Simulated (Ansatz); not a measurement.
# LuTl2: the cost of one run

Method: reference: DFT r2SCAN, plane waves, PAW, scalar-relativistic, no spin polarisation, in Ansatz 0.2.0.

1 further run of the same task is left out (it didn't finish).

## Step 1: The starting structure

Symmetry: P6/mmm, No. 191, hexagonal system. Conventional cell: a = 4.983 Å, b = 4.983 Å, c = 3.569 Å, α = 90.00°, β = 90.00°, γ = 120.00°. Lu (site symmetry 6/mmm) has 12 Tl at 3.39 Å and 2 Lu at 3.57 Å as nearest neighbours. Tl (site symmetry -6m2) is surrounded by 3 Tl at 2.88 Å.

As a file:

```cif
data_structure
_symmetry_space_group_name_H-M 'P6/mmm'
_symmetry_Int_Tables_number 191
_cell_length_a 4.9827
_cell_length_b 4.9827
_cell_length_c 3.5692
_cell_angle_alpha 90.000
_cell_angle_beta 90.000
_cell_angle_gamma 120.000
_cell_volume 76.74
loop_
_atom_site_label
_atom_site_type_symbol
_atom_site_symmetry_multiplicity
_atom_site_Wyckoff_symbol
_atom_site_fract_x
_atom_site_fract_y
_atom_site_fract_z
_atom_site_occupancy
Lu1 Lu 1 a 0.00000 0.00000 0.00000 1
Tl1 Tl 2 d 0.33333 0.66667 0.50000 1
```

## Step 2: Reference

Input file input.yaml:

```yaml
crystal:
  lattice:
    - [4.982698, 0.0, 0.0]
    - [-2.491349, 4.315145, 0.0]
    - [0.0, 0.0, 3.569152]
  atoms:
    - { symbol: Lu, position: [0.0, 0.0, 0.0] }
    - { symbol: Tl, position: [0.3333, 0.6667, 0.5] }
    - { symbol: Tl, position: [0.6666, 0.3333, 0.5] }
  symmetry: { tolerance: 0.0003 }
kpoints:
  mp_grid: { grid: [4, 4, 5], shift: [0, 0, 0] }
magnetization:
  spin_polarized: false
scf:
  occupations: { method: fermi_dirac, width: 0.098 }
hamiltonian:
  pseudopotentials: { kind: paw }
  xc: r2scan
basis:
  ecutwfc: 500
output:
  forces: true
  stress: true
  eigenvalues: true
relax:
  max_steps: 40
  cell: {}
```

The run is started by

```bash
ansatz run input.yaml --threads 1 --pin off --max-ram 2560MiB --backend cpu --events-out ev --progress --plain --runs-dir out
```

**Question.** How long does this run take on 1 thread of Arm Neoverse V1, shared host, and how much memory does it need?

About 60 s, with a peak of 0.54 GiB.
